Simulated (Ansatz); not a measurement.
# CN4O2: the cost of one run

Program: Ansatz 0.2.0. Level of theory: the levels named in each step. These are calculated values, not measurements.

### 1 The system as given

Bond lengths: N1–N2 1.098 Å, N3–N4 1.098 Å, O5–C6 1.143 Å, C6–O7 1.145 Å. Angles: O5–C6–O7 179.5°.

Structure file:

```xyz
7

N    -1.9821   -1.7777    0.2037
N    -0.9528   -1.4131    0.3207
N    -1.6433    1.9882   -0.1425
N    -0.7726    1.6848    0.4542
O     2.2124   -0.5264    0.6874
C     1.6998   -0.1540   -0.2639
O     1.1959    0.2199   -1.2213
```

### 2 A rough first relaxation, PBE-D4/def2-SVP

This run stands in another session on the same molecule. It ended at:

```xyz
7

N    -2.0292   -1.7014    0.2398
N    -0.9178   -1.7104    0.2214
N    -1.6823    2.2273    0.0369
N    -0.7961    1.6553    0.3873
O     2.1584   -0.3399    0.7929
C     1.7249   -0.1504   -0.2810
O     1.2994    0.0412   -1.3590
```

### 3 Relaxation, r2SCAN-D4/def2-TZVPP

input.yaml

```yaml
crystal:
  periodic: [false, false, false]
  atoms:
    - { symbol: "N", position_ang: [-2.02917957, -1.70143419, 0.23981336] }
    - { symbol: "N", position_ang: [-0.91783193, -1.71035099, 0.22144122] }
    - { symbol: "N", position_ang: [-1.68231464, 2.22733709, 0.03686901] }
    - { symbol: "N", position_ang: [-0.79606986, 1.65530885, 0.38731766] }
    - { symbol: O, position_ang: [2.15835902, -0.33994859, 0.79289977] }
    - { symbol: C, position_ang: [1.72493993, -0.15043327, -0.28102341] }
    - { symbol: O, position_ang: [1.29943706, 0.04118111, -1.35897762] }
basis:
  gaussian: { orbitals: def2-TZVPP }
hamiltonian:
  xc: r2scan
  dispersion: d4
relax:
  f_tol: 0.002
  max_steps: 150
```

The run is started by

```bash
> ansatz run input.yaml --threads 4 --pin off --max-ram 10240MiB --backend cpu --events-out ev --progress --plain --runs-dir out
```

Q: Estimate wall time and peak memory on 4 threads of Intel Xeon at 2.50GHz (Skylake/Cascade Lake), shared host.

About 2.5 min, with a peak of 0.46 GiB.
